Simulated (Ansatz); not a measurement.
# Si: pressure up to the limit of the methods

How does Si (diamond type) answer strong compression? Methods of the runs shown: PAW. Its runs: cell relaxed at zero pressure (PAW); volume scaled by 1 (PAW); volume scaled by 0.94 (PAW); volume scaled by 0.88 (PAW); volume scaled by 0.8 (PAW); volume scaled by 0.72 (PAW); volume scaled by 0.64 (PAW); volume scaled by 0.55 (PAW); volume scaled by 0.45 (PAW and PAW (partial_waves polarizable)).

Method: DFT, r2SCAN, PAW with Ansatz's default frozen-core files, scalar-relativistic, in Ansatz 0.2.0.

## 1. Starting point

Symmetry: Fd-3m, No. 227, cubic system. Conventional cell: a = 5.432 Å, b = 5.432 Å, c = 5.432 Å, α = 90.00°, β = 90.00°, γ = 90.00°. Si (site symmetry -43m) has 4 Si at 2.35 Å as nearest neighbours.

As a file:

```cif
data_structure
_symmetry_space_group_name_H-M 'Fd-3m:1'
_symmetry_Int_Tables_number 227
_cell_length_a 5.4315
_cell_length_b 5.4315
_cell_length_c 5.4315
_cell_angle_alpha 90.000
_cell_angle_beta 90.000
_cell_angle_gamma 90.000
_cell_volume 160.24
loop_
_atom_site_label
_atom_site_type_symbol
_atom_site_symmetry_multiplicity
_atom_site_Wyckoff_symbol
_atom_site_fract_x
_atom_site_fract_y
_atom_site_fract_z
_atom_site_occupancy
Si1 Si 8 b 0.00000 0.50000 0.00000 1
```

The file gives the conventional cell by its symmetry; the runs use the cell typed in the input.

Whether this phase is the stable one at these pressures isn't tested.

Atoms are numbered in the order of the input: Si1, Si2.

## 2. Cell relaxed at zero pressure, PAW

File input.yaml:

```yaml
crystal:
  lattice:
    - [0.0, 2.7157741474, 2.7157741474]
    - [2.7157741474, 0.0, 2.7157741474]
    - [2.7157741474, 2.7157741474, 0.0]
  atoms:
    - { symbol: Si, position: [-0.125, -0.125, -0.125] }
    - { symbol: Si, position: [0.125, 0.125, 0.125] }
kpoints:
  mp_grid: { grid: [13, 13, 13] }
scf:
  occupations: { method: fermi_dirac, width: 0.08 }
hamiltonian:
  xc: r2scan
  pseudopotentials: { kind: paw }
output:
  forces: true
  stress: true
  write_density: true
  write_potential: true
  elf: true
  volumetric_format: npy
relax:
  f_tol: 0.005
  max_steps: 40
  cell: {}
```

Launch:

```sh
> ansatz run input.yaml --threads 1 --pin off --max-ram 2048MiB --backend cpu --events-out ev --progress --plain --runs-dir out
```

The runs that follow: Volume scaled by 1, PAW; Volume scaled by 0.94, PAW; Volume scaled by 0.88, PAW; Volume scaled by 0.8, PAW; Volume scaled by 0.72, PAW; Volume scaled by 0.64, PAW; Volume scaled by 0.55, PAW; Volume scaled by 0.45, PAW; Volume scaled by 0.45, PAW (partial_waves polarizable).

What does the calculation give? Wanted: PAW pressure at 0.45 of the volume; PAW; fitted bulk modulus at zero pressure.

As calculated:

| quantity | value |
| --- | --- |
| PAW pressure at 0.45 of the volume | 344.8 GPa |
| PAW (partial_waves polarizable) pressure at 0.45 of the volume | 344.8 GPa |
| fitted bulk modulus at zero pressure (PAW) | 103 GPa |
| its pressure derivative | 3.70 |

In words: At 0.45 of the starting volume PAW gives 345 GPa. One third-order Birch-Murnaghan curve follows these points (B₀ = 103 GPa, B′ = 3.70, misfit at most 0.98 GPa). A fit over so wide a range leans to the high pressures, so B₀ can be off by several per cent. The gap goes from 0.78 to none: pressure closes it at this level, in a cell held to this structure, which the real crystal may leave first. No all-electron run checks these rows here, and frozen cores can fail under such compression. The ions are at rest, and the electrons smeared by 0.08 eV.
